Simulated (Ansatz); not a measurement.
**CH3OSb: how energies converge with the basis set**

An exercise on one series of results from a longer session: the logs are not shown, and one member is left open.

Computed with Ansatz 0.2.0, Gaussian basis. Level: one geometry, several basis sets.

Plan: PBE0-D4/def2-SVP; ωB97M-V/def2-SVP; PBE0-D4/def2-QZVPP; ωB97M-V/def2-QZVPP; the functionals' def2-TZVPP values are taken from earlier runs.

### The geometry

The geometry comes from an earlier relaxation with PBE0-D4 in a triple-zeta def2 set; it is a stationary point. Sb takes the def2 core potential; no spin-orbit term is included.

SMILES `[CH2]1[O][SbH]1`, 6 atoms, charge 0, spin multiplicity 1.

Atoms are counted from 1 here; the program's logs count them from 0.

Bond lengths: C1–O2 1.371 Å, C1–Sb3 2.140 Å, C1–H4 1.091 Å, C1–H5 1.091 Å, O2–Sb3 2.042 Å, Sb3–H6 1.719 Å. Angles: O2–C1–Sb3 67.0°, O2–C1–H4 116.5°, O2–C1–H5 116.6°, Sb3–C1–H4 116.3°, Sb3–C1–H5 116.3°, H4–C1–H5 115.4°, C1–O2–Sb3 74.8°, C1–Sb3–O2 38.2°, C1–Sb3–H6 92.5°, O2–Sb3–H6 93.7°.

Geometry (Å):

```
C     0.0135   -0.2612   -0.6821
O    -0.9035   -0.7893    0.1899
Sb    0.6445   -0.1533    1.3602
H    -0.2537    0.6840   -1.1566
H     0.5494   -0.9688   -1.3160
H    -0.0082    1.4246    1.5583
```

The first run:

in.yaml reads:

```yaml
crystal:
  periodic: [false, false, false]
  atoms:
    - {symbol: C, position_ang: [0.013532, -0.261178, -0.682052]}
    - {symbol: O, position_ang: [-0.903481, -0.789337, 0.189877]}
    - {symbol: Sb, position_ang: [0.644514, -0.153340, 1.360161]}
    - {symbol: H, position_ang: [-0.253671, 0.683964, -1.156557]}
    - {symbol: H, position_ang: [0.549444, -0.968822, -1.316004]}
    - {symbol: H, position_ang: [-0.008237, 1.424613, 1.558274]}
basis:
  gaussian: {orbitals: def2-SVP}
hamiltonian: {xc: pbe0, dispersion: d4}
output: {orbitals: {seedname: orbitals}}
```

Command:

```sh
ansatz run in.yaml --threads 2 --pin off --events-out ev --progress --plain --max-ram 4352MiB
```

Among the steps run: PBE0-D4 in def2-SVP; ωB97M-V in def2-SVP; PBE0-D4 in def2-QZVPP; ωB97M-V in def2-QZVPP.

One of the session's tables, all rows but one given; the rest of the session is left out.

It belongs to the step «Density functionals: the series». 

| functional | basis | HOMO (eV) | LUMO (eV) |
| --- | --- | --- | --- |
| PBE0-D4 | def2-SVP | -6.85 | -1.48 |
| PBE0-D4 | def2-TZVPP | -6.89 | -1.68 |
| PBE0-D4 | def2-QZVPP | -6.91 | -1.73 |
| ωB97M-V | def2-SVP | ? | ? |
| ωB97M-V | def2-TZVPP | -8.93 | 0.14 |
| ωB97M-V | def2-QZVPP | -8.95 | 0.04 |

Q: Estimate the row for ωB97M-V, def2-SVP from the others.

The run gave: HOMO (eV): -8.86; LUMO (eV): 0.49. In the column «HOMO (eV)» it lies between ωB97M-V, def2-TZVPP (-8.93) and PBE0-D4, def2-QZVPP (-6.91).
